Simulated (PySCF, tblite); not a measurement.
# C2H12NPSi2: dynamics, then NMR shifts on frames, part 1 of 2

Aim: move C2H12NPSi2 (`CN[SiH2]P[SiH2]C`) away from its starting geometry and see how NMR shifts follow the geometry.

The runs use tblite 0.8.0 and PySCF 2.14.0, with density-fitted response routines of our own; the level of theory stands in each step. All values are computed, except where a source is named. Atoms count from 0, in the outputs and in this text.

## Step 1: Starting geometry

18 atoms, charge 0, multiplicity 1; geometry from: GFN2-xTB.

Bonds of the start (Å): C0–N1 1.44, N1–Si2 1.72, Si2–P3 2.23, P3–Si4 2.24, Si4–C5 1.90, C0–H6 1.10, C0–H7 1.09, C0–H8 1.09, N1–H9 1.01, Si2–H10 1.47, Si2–H11 1.47, P3–H12 1.38, Si4–H13 1.47, Si4–H14 1.47, C5–H15 1.09, C5–H16 1.09, C5–H17 1.09.

## Step 2: Thermal motion with GFN2-xTB

The job: settings as JSON, then the geometry in Å.

```
{"job": {"kind": "md", "xc": "GFN2-xTB", "basis": "xTB", "temperature": 200, "steps": 2000, "every": 50, "frames": 5}, "charge": 0, "multiplicity": 1}
C     -2.707212     0.952767    -0.027072
N     -1.523923     0.294947    -0.523051
Si    -1.007355    -1.236089     0.052255
P      0.736969    -1.735312    -1.247418
Si     2.368548    -0.523661    -0.315547
C      2.065177     1.306851    -0.720209
H     -3.623351     0.581144    -0.498085
H     -2.781705     0.771985     1.042339
H     -2.641387     2.028449    -0.199123
H     -1.351909     0.510911    -1.494799
H     -1.963567    -2.351822    -0.069001
H     -0.708852    -1.051527     1.480006
H      1.040012    -2.892298    -0.565320
H      3.625407    -0.990798    -0.916157
H      2.456348    -0.704365     1.142172
H      2.879376     1.926126    -0.357721
H      1.985135     1.458307    -1.793239
H      1.143532     1.660702    -0.266448
```

Level: GFN2-xTB Langevin dynamics, gas phase.

Run with:

```sh
$ OMP_NUM_THREADS=1 python probes_run.py task.json out
```

This one command runs all jobs of the session in turn.

The program printed:

```text
t/fs     T/K      E/eV
    0.0   169.6   -525.65446
   25.0   138.1   -525.47456
   50.0   125.9   -525.50192
   75.0    95.2   -525.43866
  100.0   102.2   -525.43392
  125.0   172.6   -525.35117
  150.0   185.6   -525.35318
  175.0   138.9   -525.22195
  200.0   171.7   -525.20820
  225.0   187.8   -525.26491
  250.0   228.7   -525.26139
  275.0   237.5   -525.27132
  300.0   256.3   -525.39602
  325.0   194.0   -525.20490
  350.0   229.1   -525.27990
  375.0   158.2   -525.28497
  400.0   188.6   -525.29907
  425.0   182.6   -525.29611
  450.0   236.2   -525.33323
  475.0   165.0   -525.23362
  500.0   170.8   -525.33718
  525.0   192.8   -525.38584
  550.0   212.3   -525.36152
  575.0   150.8   -525.26511
  600.0   133.1   -525.21495
  625.0   165.9   -525.30439
  650.0   180.1   -525.27794
  675.0   180.3   -525.23716
  700.0   173.3   -525.27157
  725.0   167.4   -525.16561
  750.0   186.8   -525.28205
  775.0   167.5   -525.26224
  800.0   159.1   -525.36225
  825.0   118.9   -525.27485
  850.0   183.8   -525.27686
  875.0   191.6   -525.26092
  900.0   207.2   -525.29992
  925.0   183.7   -525.16190
  950.0   176.7   -525.20582
  975.0   194.7   -525.14583
 1000.0   165.0   -525.20538
```

Run time: 28 s. Hardware: 1 thread of Intel Xeon Platinum 8259CL at 2.50GHz, shared host; peak memory 0.19 GiB.

Distance from the start (root mean square after alignment): 0 fs 0.00 Å, 200 fs 0.58 Å, 400 fs 0.69 Å, 600 fs 0.55 Å, 800 fs 0.61 Å, 1000 fs 0.43 Å.

Positions (Å) and forces (eV/Å) at 1000 fs:

```xyz
18

C    -2.325   -0.480    1.070    1.533   -0.369    1.027
N    -1.078   -0.504    0.312   -0.302   -1.033    0.219
Si   -0.463   -1.889   -0.535   -0.477    0.781    0.986
P     0.901   -1.006   -1.992   -0.397    0.516   -0.816
Si    2.649   -0.577   -0.717    0.333   -0.448   -0.620
C     2.465    1.080    0.137    0.572    0.611    0.308
H    -3.019    0.124    0.587   -1.394    1.028   -0.978
H    -2.696   -1.501    1.096    0.026    0.108    0.321
H    -2.228   -0.037    2.113    0.272   -0.769   -0.951
H    -0.684    0.389    0.118    0.033    0.554   -0.090
H    -1.472   -2.744   -1.088   -0.510   -0.222   -0.511
H     0.146   -2.728    0.476    0.394   -0.364    0.377
H     1.301   -2.149   -2.636    0.131   -0.107    0.220
H     3.672   -0.432   -1.780    0.126   -0.218    0.375
H     2.697   -1.662    0.279    0.412    0.110   -0.047
H     3.447    1.540    0.345   -0.403   -0.380    0.089
H     1.946    1.827   -0.458   -0.266   -0.204    0.102
H     1.961    0.900    1.083   -0.084    0.406   -0.010
```

## Step 3: Nuclear shieldings: 250 fs, PBE0/pcSseg-1

The job: settings as JSON, then the geometry in Å.

```
{"job": {"kind": "nmr", "xc": "PBE0", "basis": "pcSseg-1", "pop": false}, "charge": 0, "multiplicity": 1}
C     -3.037400     0.294600     0.596500
N     -1.915900     0.016600    -0.214700
Si    -1.004200    -1.335800     0.228400
P      0.552800    -1.551300    -1.388800
Si     2.596800    -0.840300    -0.835500
C      2.666900     1.027200    -0.445400
H     -3.988900     0.085500     0.115700
H     -3.061800    -0.191200     1.550500
H     -3.056300     1.396500     0.866000
H     -1.872300     0.624100    -1.043500
H     -1.726000    -2.602700     0.165000
H     -0.479900    -1.247400     1.640300
H      0.842600    -2.880300    -1.111700
H      3.559900    -1.285800    -1.857800
H      2.963400    -1.530800     0.453600
H      3.680200     1.372400    -0.192600
H      2.198400     1.609300    -1.253100
H      1.981800     1.201700     0.407700
```

Method: GIAO PBE0/pcSseg-1 NMR shielding, non-relativistic, gas phase.

The program printed:

```text
coarse grid: 15552 points
cycle   1  E = -1057.8661734249  dE =  2.192e-01  |g| = 4.567e-01  |ddm| = 3.663e+00
cycle   2  E = -1057.8407958257  dE =  2.538e-02  |g| = 5.680e-01  |ddm| = 9.507e-01
cycle   3  E = -1057.9156786642  dE = -7.488e-02  |g| = 6.488e-02  |ddm| = 5.880e-01
cycle   4  E = -1057.9165174889  dE = -8.388e-04  |g| = 2.567e-02  |ddm| = 9.158e-02
cycle   5  E = -1057.9166640642  dE = -1.466e-04  |g| = 4.613e-03  |ddm| = 2.620e-02
cycle   6  E = -1057.9166688713  dE = -4.807e-06  |g| = 1.583e-03  |ddm| = 5.978e-03
final grid: 133656 points
cycle   7  E = -1057.9479794210  dE = -1.983e-05  |g| = 8.398e-03  |ddm| = 2.157e-02
cycle   8  E = -1057.9479673562  dE =  1.206e-05  |g| = 1.090e-02  |ddm| = 1.860e-02
cycle   9  E = -1057.9479971846  dE = -2.983e-05  |g| = 7.803e-04  |ddm| = 1.065e-02
cycle  10  E = -1057.9479972951  dE = -1.105e-07  |g| = 2.257e-04  |ddm| = 8.302e-04
cycle  11  E = -1057.9479973058  dE = -1.067e-08  |g| = 3.706e-05  |ddm| = 2.089e-04
cycle  12  E = -1057.9479973061  dE = -2.956e-10  |g| = 1.357e-05  |ddm| = 5.142e-05
converged SCF energy = -1057.9479973061

GIAO shielding tensors (ppm)
atom      isotropic    diamagn.    paramagn.     s11        s22        s33       span
  0 C      154.886     238.278     -83.392    131.100    142.561    190.999     59.899
  1 N      255.137     323.984     -68.847    210.265    259.749    295.398     85.132
  2 Si     392.484     881.348    -488.864    337.967    372.603    466.882    128.915
  3 P      611.550     970.632    -359.082    554.722    576.501    703.429    148.707
  4 Si     395.166     880.600    -485.434    360.873    390.276    434.349     73.476
  5 C      189.788     257.928     -68.140    183.064    187.869    198.431     15.366
  6 H       28.900      25.463       3.437     23.417     26.401     36.883     13.466
  7 H       29.601      28.089       1.512     25.632     27.475     35.695     10.063
  8 H       27.965      26.727       1.238     22.256     25.770     35.870     13.614
  9 H       30.606      34.143      -3.537     20.737     31.386     39.696     18.958
 10 H       26.717      30.130      -3.414     22.804     25.351     31.994      9.190
 11 H       25.994      30.800      -4.806     23.031     24.625     30.326      7.295
 12 H       31.010      31.138      -0.128     24.396     28.178     40.455     16.059
 13 H       27.132      28.678      -1.546     23.054     25.340     33.002      9.948
 14 H       26.490      29.402      -2.912     22.458     25.331     31.682      9.224
 15 H       30.673      28.487       2.186     25.808     27.104     39.108     13.300
 16 H       31.006      32.442      -1.435     26.657     29.046     37.316     10.660
 17 H       30.864      34.929      -4.065     26.001     29.813     36.779     10.777
```

Wall time 32 s (1 thread of Intel Xeon Platinum 8259CL at 2.50GHz, shared host); peak memory 0.83 GiB.

Shifts follow as δ = σ(reference) − σ, with reference shieldings (ppm) from runs at the same level and on the same kind of geometry: ¹H TMS 31.72, ¹³C TMS 186.9, ²⁹Si TMS 349.2, ¹⁵N NH3 267.7, ³¹P H3PO4 318.4. The references are single molecules in the gas phase, so shifts against H2O, NH3, PH3, H3PO4 or CFCl3 are not on the usual liquid scales and can be off by tens of ppm. Each atom is listed at this fixed geometry, with no averaging over motion; a spectrum would average atoms that exchange fast.

| atoms | environment | σ (ppm) | δ (ppm) |
| --- | --- | --- | --- |
| C0 | methyl carbon bonded to N | 154.9 | 32.0 |
| C5 | methyl carbon bonded to Si | 189.8 | -2.9 |
| H11 | hydrogen on a silicon bonded to N, P | 25.99 | 5.72 |
| H14 | hydrogen on a silicon bonded to C, P | 26.49 | 5.23 |
| H10 | hydrogen on a silicon bonded to N, P | 26.72 | 5.00 |
| H13 | hydrogen on a silicon bonded to C, P | 27.13 | 4.58 |
| H8 | hydrogen on a methyl carbon bonded to N | 27.97 | 3.75 |
| H6 | hydrogen on a methyl carbon bonded to N | 28.90 | 2.82 |
| H7 | hydrogen on a methyl carbon bonded to N | 29.60 | 2.12 |
| H9 | hydrogen on a nitrogen bonded to C, Si | 30.61 | 1.11 |
| H15 | hydrogen on a methyl carbon bonded to Si | 30.67 | 1.04 |
| H17 | hydrogen on a methyl carbon bonded to Si | 30.86 | 0.85 |
| H16 | hydrogen on a methyl carbon bonded to Si | 31.01 | 0.71 |
| H12 | hydrogen on a phosphorus bonded to 2 Si | 31.01 | 0.71 |
| N1 | nitrogen bonded to C, Si, H | 255.1 | 12.6 |
| Si2 | silicon bonded to N, P, 2 H | 392.5 | -43.3 |
| Si4 | silicon bonded to C, P, 2 H | 395.2 | -46.0 |
| P3 | phosphorus bonded to 2 Si, H | 611.6 | -293.2 |

## Step 4: NMR shieldings: 425 fs, PBE0/pcSseg-1

The job: settings as JSON, then the geometry in Å.

```
{"job": {"kind": "nmr", "xc": "PBE0", "basis": "pcSseg-1", "pop": false}, "charge": 0, "multiplicity": 1}
C     -2.654600    -0.368400     1.188600
N     -1.676700    -0.313200     0.169600
Si    -0.460600    -1.522000     0.015000
P      0.871700    -1.132700    -1.781900
Si     2.794900    -1.032500    -0.622000
C      3.031500     0.818300    -0.542500
H     -3.616500    -0.736900     0.793600
H     -2.285800    -1.091400     1.925900
H     -2.854400     0.600000     1.607900
H     -1.761900     0.470100    -0.521500
H     -0.890000    -2.897700    -0.194300
H      0.399400    -1.501400     1.228600
H      0.895000    -2.451300    -2.054400
H      3.875000    -1.639100    -1.419400
H      2.823600    -1.765200     0.697200
H      4.016800     1.083500    -0.156700
H      2.973200     1.253100    -1.551300
H      2.251700     1.343000     0.080500
```

Level: GIAO PBE0/pcSseg-1 NMR shielding, non-relativistic, gas phase.

The program printed:

```text
coarse grid: 15552 points
cycle   1  E = -1057.8669644839  dE =  2.331e-01  |g| = 4.594e-01  |ddm| = 3.674e+00
cycle   2  E = -1057.8356715327  dE =  3.129e-02  |g| = 5.896e-01  |ddm| = 1.017e+00
cycle   3  E = -1057.9171862358  dE = -8.151e-02  |g| = 6.689e-02  |ddm| = 6.477e-01
cycle   4  E = -1057.9180384610  dE = -8.522e-04  |g| = 2.790e-02  |ddm| = 9.291e-02
cycle   5  E = -1057.9182117271  dE = -1.733e-04  |g| = 4.690e-03  |ddm| = 2.787e-02
cycle   6  E = -1057.9182173301  dE = -5.603e-06  |g| = 1.285e-03  |ddm| = 6.657e-03
final grid: 133656 points
cycle   7  E = -1057.9490845993  dE = -2.255e-05  |g| = 7.943e-03  |ddm| = 2.326e-02
cycle   8  E = -1057.9490731081  dE =  1.149e-05  |g| = 1.051e-02  |ddm| = 1.772e-02
cycle   9  E = -1057.9491001824  dE = -2.707e-05  |g| = 8.756e-04  |ddm| = 1.029e-02
cycle  10  E = -1057.9491003246  dE = -1.422e-07  |g| = 2.302e-04  |ddm| = 8.936e-04
cycle  11  E = -1057.9491003359  dE = -1.131e-08  |g| = 3.655e-05  |ddm| = 2.180e-04
cycle  12  E = -1057.9491003362  dE = -2.988e-10  |g| = 1.496e-05  |ddm| = 5.783e-05
converged SCF energy = -1057.9491003362

GIAO shielding tensors (ppm)
atom      isotropic    diamagn.    paramagn.     s11        s22        s33       span
  0 C      153.540     240.514     -86.974    129.687    144.407    186.528     56.841
  1 N      247.527     327.080     -79.553    197.263    255.033    290.284     93.021
  2 Si     374.490     881.963    -507.473    300.041    365.914    457.516    157.475
  3 P      647.814     970.754    -322.939    599.712    635.339    708.391    108.678
  4 Si     385.471     880.330    -494.859    331.191    391.993    433.228    102.037
  5 C      187.177     252.871     -65.694    176.304    186.579    198.649     22.344
  6 H       28.304      25.849       2.456     22.537     26.424     35.951     13.415
  7 H       28.868      27.990       0.878     24.227     27.422     34.956     10.729
  8 H       28.973      28.411       0.562     23.820     26.710     36.389     12.569
  9 H       30.471      34.141      -3.670     20.626     31.382     39.403     18.778
 10 H       26.443      30.829      -4.386     22.026     25.855     31.448      9.422
 11 H       26.491      32.036      -5.545     22.842     26.529     30.101      7.260
 12 H       31.891      32.471      -0.580     25.453     27.804     42.415     16.962
 13 H       27.061      28.954      -1.893     23.528     24.815     32.839      9.310
 14 H       26.779      29.008      -2.229     23.315     25.494     31.530      8.215
 15 H       31.094      27.570       3.525     25.858     27.400     40.025     14.166
 16 H       30.909      30.411       0.497     26.165     29.326     37.235     11.070
 17 H       30.309      32.971      -2.662     25.580     29.403     35.944     10.364
```

Wall time 32 s (1 thread of Intel Xeon Platinum 8259CL at 2.50GHz, shared host); peak memory 0.82 GiB.

In short: δ C0 33.4, C5 -0.3, N1 20.2, Si2 -25.3, H10 5.27, H11 5.23 ppm.

(Continued in part 2 of 2.)
